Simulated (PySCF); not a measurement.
**Towards the basis-set limit for GeO**

Aim: bond length, wavenumber and bond energy of GeO near the limit of CCSD(T), built from two basis sets and any small corrections listed.

Program: PySCF 2.14.0. Level of theory: CCSD(T) on RHF, scalar-relativistic core potentials. These are calculated values, not measurements.

### 1 Set-up

```yaml
molecule: GeO
state: singlet, unpaired electrons none
smaller_basis: Ge cc-pwCVDZ-PP with ECP10, O aug-cc-pVDZ
larger_basis: Ge cc-pwCVTZ-PP with ECP10, O aug-cc-pVTZ
frozen_core_orbitals: 5
extrapolation: correlation as n⁻³ (n = 2, 3), Hartree–Fock as (n+1)·exp(−9√n)
corrections: core–valence correlation
distances_Å: 1.4316, 1.4967, 1.5618, 1.6268, 1.6919, 1.7732, 1.8546
masses_u: 73.9212, 15.9949
dissociation_limit: Ge + O
```

Launch:

```sh
> OMP_NUM_THREADS=4 python comp.py task.json out
```

### 2 Coupled cluster at each distance

**Question.** What will these runs give? Wanted: for each run, Re; ωe; ωexe; αe; De.

As calculated:

```csv
level,Re (Å),ωe (cm⁻¹),ωexe (cm⁻¹),αe (cm⁻¹),De (eV)
"CCSD(T), smaller basis",1.6387,947.1,4.39,0.00316,6.485
"CCSD(T), larger basis",1.6270,980.9,4.35,0.00304,6.819
HF/CBS,1.5862,1137.9,3.72,0.00255,3.201
MP2/CBS,1.6317,957.5,3.87,0.00306,7.541
CCSD/CBS,1.6099,1042.2,3.83,0.00277,6.468
CCSD(T)/CBS,1.6244,987.2,4.34,0.00303,6.935
CCSD(T)/CBS+CV,1.6238,987.8,4.35,0.00304,6.946
```

The last step gives Re = 1.6238 Å, ωe = 987.8 cm⁻¹ and De = 6.946 eV; the smaller basis alone is off from it by +14.9 mÅ and -0.46 eV. Near the minimum the mean field binds by 3.15 eV and correlation adds 3.78 eV of binding. T1 is 0.028, large enough to doubt a single reference. Spin–orbit coupling and excitations beyond (T) are left out.
